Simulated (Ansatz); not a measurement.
Working through a convergence test of the plane-wave cutoff of CdS, space group P6_3mc

With the Ansatz DFT code, driven from Python.

Notebook, run cell by cell (the value of a cell's last expression is shown):

In [1]:
```python
from dataclasses import dataclass

import ansatz as az
import pandas as pd


@dataclass(frozen=True)
class Options:
    occupations: str = "fixed"
    kgrid: tuple[int, ...] = (6, 6, 4)
```

In [2]:
```python
cfg = Options()
```

In [3]:
```python
cds = (
    az.Lattice.of([4.15, 0.0, 0.0], [-2.075, 3.594005, 0.0], [0.0, 0.0, 6.737])
    .atom("Cd", [1 / 3, 2 / 3, 0.0])
    .atom("Cd", [2 / 3, 1 / 3, 0.5])
    .atom("S", [1 / 3, 2 / 3, 0.375])
    .atom("S", [2 / 3, 1 / 3, 0.875])
)
```

In [4]:
```python
job = cds.calculation().occupations(cfg.occupations).kpoints(*cfg.kgrid)
```

In [5]:
```python
rows = []
for value in [250, 350, 450, 550]:
    rep = job.basis(value).run(threads=1, pin="off").report
    rows.append((value, rep["free_energy_ev"] / len(rep["lattice"]["sites"]), rep["n_iterations"], rep["n_pw"]))
```
```text
DeckWarning: basis.ecutwfc = 250 eV is below the records' recommended 420 eV, and the density's cutoff is lower with it unless basis.ecutrho_ratio is high enough to keep the records' density cutoff: compare with a run at a higher cutoff
DeckWarning: basis.ecutwfc = 350 eV is below the records' recommended 420 eV, and the density's cutoff is lower with it unless basis.ecutrho_ratio is high enough to keep the records' density cutoff: compare with a run at a higher cutoff
```

In [6]:
```python
table = pd.DataFrame(rows, columns=["cutoff (eV)", "F/atom (eV)", "iterations", "plane waves"])
table.round(5)
```
Out [6]:
```text
   cutoff (eV)  F/atom (eV)  iterations  plane waves
0          250  -4578.09266           7          917
1          350  -4578.90661           6         1509
2          450  -4578.90970           6         2189
3          550  -4578.91044           6         2875
```

In [7]:
```python
for row in rows[:-1]:
    shift = 1000 * (row[1] - rows[-1][1])
    print(f"{row[0]}: {shift:+.2f} meV/atom" + ("  (within 2 meV)" if abs(shift) < 2 else ""))
```
```text
250: +817.78 meV/atom
350: +3.83 meV/atom
450: +0.74 meV/atom  (within 2 meV)
```

From 450 eV on it stays within 2 meV an atom of the value at 550 eV; the first row (250 eV) is off by 817.8 meV and the last but one by 0.74 meV. The energy falls steadily, as expected when plane waves are added. The last run costs about 2.8 times the first.

Caveats:
- No functional is typed, so the default, PBE, holds.
- The starting cell is as deposited in a crystallographic database; the results hold for this polymorph, which needn't be the stable one.
- Warnings are shown shortened and without file and line.
- Shifts are counted from the last row, which is itself no proven limit.
- Timing: 16 s on 1 thread of Arm Neoverse V1 (shared host), peak memory 0.46 GiB.
